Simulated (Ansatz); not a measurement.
**[VO4]3-: structure and electronic state**

What does [VO4]3- look like as a singlet, and where do its frontier electrons sit?

The runs use Ansatz 0.2.0, Gaussian basis; RKS PBE0-D4/def2-TZVPD.

The runs, in order: relaxation at r2SCAN-D4/def2-SVPD; a search for the lowest solution at PBE0-D4/def2-SVP; a single point at PBE0-D4/def2-TZVPD.

### Step 1. Starting geometry

5 atoms, charge -3, spin multiplicity 1.

Atoms are counted from 1 here; the program's logs count them from 0.

Bond lengths: V1–O2 1.656 Å, V1–O3 1.657 Å, V1–O4 1.657 Å, V1–O5 1.657 Å. Angles: O2–V1–O3 109.6°, O2–V1–O4 109.5°, O2–V1–O5 109.4°, O3–V1–O4 109.4°, O3–V1–O5 109.4°, O4–V1–O5 109.5°.

Coordinates:

```tsv
atom	x (Å)	y (Å)	z (Å)
V1	-0.00007	0.00019	0.00037
O2	0.00932	-0.01819	1.65620
O3	1.55830	0.01058	-0.56292
O4	-0.78734	1.35671	-0.53276
O5	-0.78021	-1.34928	-0.56089
```

Formally the metal is d0. No spin-orbit coupling is included. The ion is computed in the gas phase, without counter-ions or solvent.

The start is a GFN2-xTB (ALPB water) geometry.

### Step 2. Relaxation at r2SCAN-D4/def2-SVPD

The input, in.yaml:

```yaml
crystal:
  periodic: [false, false, false]
  atoms:
    - {symbol: V, position_ang: [-0.000070, 0.000190, 0.000370]}
    - {symbol: O, position_ang: [0.009320, -0.018190, 1.656200]}
    - {symbol: O, position_ang: [1.558300, 0.010580, -0.562920]}
    - {symbol: O, position_ang: [-0.787340, 1.356710, -0.532760]}
    - {symbol: O, position_ang: [-0.780210, -1.349280, -0.560890]}
basis:
  gaussian: {orbitals: def2-SVPD}
total_charge: -3
hamiltonian: {xc: r2scan, dispersion: d4}
scf: {lower_state_search: "off"}
output: {orbitals: {seedname: orbitals}}
relax: {f_tol: 0.02, max_steps: 100}
```

Started as:

```
ansatz run in.yaml --threads 4 --pin off --events-out ev --progress --plain --max-ram 3916MiB
```

The runs that follow: Searching for the lowest solution, PBE0-D4/def2-SVP; Single point, PBE0-D4/def2-TZVPD.

Before running them: what should the planned runs give, taken together? Wanted: point group; near neighbours of the metal; HOMO, LUMO at PBE0-D4/def2-TZVPD; charge on the metal.

**Answer**, as computed:

```
                                          quantity                             value
                                       point group                                Td
                      near neighbours of the metal  O 1.74, O 1.74, O 1.74, O 1.74 Å
                  HOMO, LUMO at PBE0-D4/def2-TZVPD                     8.09, 9.67 eV
charge on the metal (Mulliken, PBE0-D4/def2-TZVPD)                           +2.23 e
```

What this shows: The molecule keeps its bonding pattern by the stored test; the atoms moved 0.08 Å (rms). The Mulliken charge of the metal, +2.23 e, depends on the basis and isn't its oxidation state. No usable vibrations, so a minimum isn't proven. Doubts on the single point: highest occupied level lies above zero. Whether this spin is the lowest isn't tested here.
